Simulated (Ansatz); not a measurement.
What does this script print? It uses the Python package of Ansatz (0.2.0).

`run_bde.py`:
```python
"""X-H bond energies of BClH6SiSn without relaxation."""

import ansatz as az


def energy(molecule, charge=0, unpaired=0):
    calc = molecule.calculation().basis(gaussian="def2-SVPD").functional("pbe0")
    if charge:
        calc = calc.charge(charge)
    if unpaired:
        calc = calc.spin("collinear", total=unpaired)
    return calc.run(threads=1).report["free_energy_ev"]

def without(molecule, index):
    rest = az.Crystal.molecule()
    for i, site in enumerate(molecule.cartesian_sites):
        if i != index:
            rest = rest.atom(site.symbol, site.position_ang)
    return rest

geometry_ang = [
    ("B", (-1.3448, 1.3502, 0.2586)),
    ("Si", (0.4057, 0.8402, -0.2065)),
    ("Cl", (1.7222, 1.6599, 1.1615)),
    ("Sn", (0.624, -1.6542, -0.133)),
    ("H", (-2.0314, 2.0066, -0.5468)),
    ("H", (-1.8519, 1.1215, 1.2946)),
    ("H", (0.7708, 1.3168, -1.5537)),
    ("H", (-0.5391, -2.3269, -1.2903)),
    ("H", (0.1469, -2.1986, 1.5238)),
    ("H", (2.1807, -2.1666, -0.5053)),
]
mol = az.Crystal.molecule()
for symbol, xyz in geometry_ang:
    mol = mol.atom(symbol, xyz)

whole = energy(mol, 0)
hydrogen = energy(az.Crystal.molecule().atom("H", (0, 0, 0)), 0, 1)
print(f"E(molecule) = {whole:.5f} eV, E(H) = {hydrogen:.5f} eV")
for index in [5, 6, 9]:
    radical = energy(without(mol, index), 0, 1)
    print(f"H{index}: homolysis {96.485332 * (radical + hydrogen - whole):.1f} kJ/mol")
    anion = energy(without(mol, index), -1)
    print(f"H{index}: loss of a proton {96.485332 * (anion - whole):.1f} kJ/mol")
```

Running `python run_bde.py` prints:
```text
E(molecule) = -26990.02154 eV, E(H) = -13.61361 eV
H5: homolysis 436.4 kJ/mol
H5: loss of a proton 1666.3 kJ/mol
H6: homolysis 358.7 kJ/mol
H6: loss of a proton 1522.2 kJ/mol
H9: homolysis 297.3 kJ/mol
H9: loss of a proton 1391.6 kJ/mol
```

Notes:
- Total energies depend on the basis set; only differences at equal settings carry meaning.
- The geometry is a force-field or estimated start, not a minimum of this method, and the basis set is short of its limit. All parts are taken at fixed geometry, without zero-point energy.
- def2 sets replace the cores of elements past krypton by effective core potentials.
- The spin-orbit lowering of heavy atoms is left out.
- Timing: 100 s on 1 thread of Arm Neoverse V1 (shared host), peak memory 0.52 GiB.
